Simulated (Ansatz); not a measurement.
# AlFH5NO2: the cost of one run

Program: Ansatz 0.2.0. Level of theory: RKS CAM-B3LYP/def2-SVP. These are calculated values, not measurements.

### Step 1. The starting structure

Bond lengths: Al1–N2 2.270 Å, N2–H3 1.060 Å, N2–H4 1.060 Å, Al1–O5 1.780 Å, O5–H6 1.010 Å, Al1–O7 1.780 Å, O7–H8 1.010 Å, Al1–F9 1.990 Å. Angles: Al1–N2–H3 120.0°, Al1–N2–H4 120.0°, H3–N2–H4 120.0°, N2–Al1–O5 120.0°, N2–Al1–O7 120.0°, N2–Al1–F9 71.6°, O5–Al1–O7 120.0°, O5–Al1–F9 105.4°, O7–Al1–F9 92.8°, Al1–O5–H6 109.5°, Al1–O7–H8 109.5°.

Structure file:

```xyz
10

Al    0.0000    0.0000    0.0000
N     0.0000    0.0000    2.2700
H    -0.8770   -0.2713    2.8000
H     0.8770    0.2713    2.8000
O     1.5415    0.0000   -0.8900
H     1.8414   -0.9519   -1.0449
O    -1.5415    0.0000   -0.8900
H    -2.0512   -0.8467   -0.6815
F    -0.2489    1.8720    0.6275
H    -0.1681    1.2645    1.7547
```

### Step 2. Pulling towards end A

Springs on the bonds that form and break draw the guess towards this end; the thresholds are loose.

input.yaml reads:

```yaml
crystal:
  periodic: [false, false, false]
  atoms:
    - { symbol: Al, position_ang: [0.0, 0.0, 0.0] }
    - { symbol: "N", position_ang: [0.0, 0.0, 2.27] }
    - { symbol: H, position_ang: [-0.877, -0.2713, 2.8] }
    - { symbol: H, position_ang: [0.877, 0.2713, 2.8] }
    - { symbol: O, position_ang: [1.5415, 0.0, -0.89] }
    - { symbol: H, position_ang: [1.8414, -0.9519, -1.0449] }
    - { symbol: O, position_ang: [-1.5415, 0.0, -0.89] }
    - { symbol: H, position_ang: [-2.0512, -0.8467, -0.6815] }
    - { symbol: F, position_ang: [-0.2489, 1.872, 0.6275] }
    - { symbol: H, position_ang: [-0.1681, 1.2645, 1.7547] }
basis:
  gaussian: { orbitals: def2-SVP }
hamiltonian:
  xc: cam_b3lyp
relax:
  f_tol: 0.15
  max_steps: 25
  restrain:
    - { distance: [0, 8], at: 2.89, k: 30.0 }
    - { distance: [9, 1], at: 2.26, k: 30.0 }
    - { distance: [0, 1], at: 1.92, k: 30.0 }
    - { distance: [9, 8], at: 0.92, k: 30.0 }
```

On the command line:

```bash
$ ansatz run input.yaml --threads 4 --pin off --max-ram 5120MiB --backend cpu --events-out ev --progress --plain --runs-dir out
```

What time and memory should one allow on 4 threads of Arm Neoverse N1, shared host?

About 28 s, with a peak of 0.24 GiB.
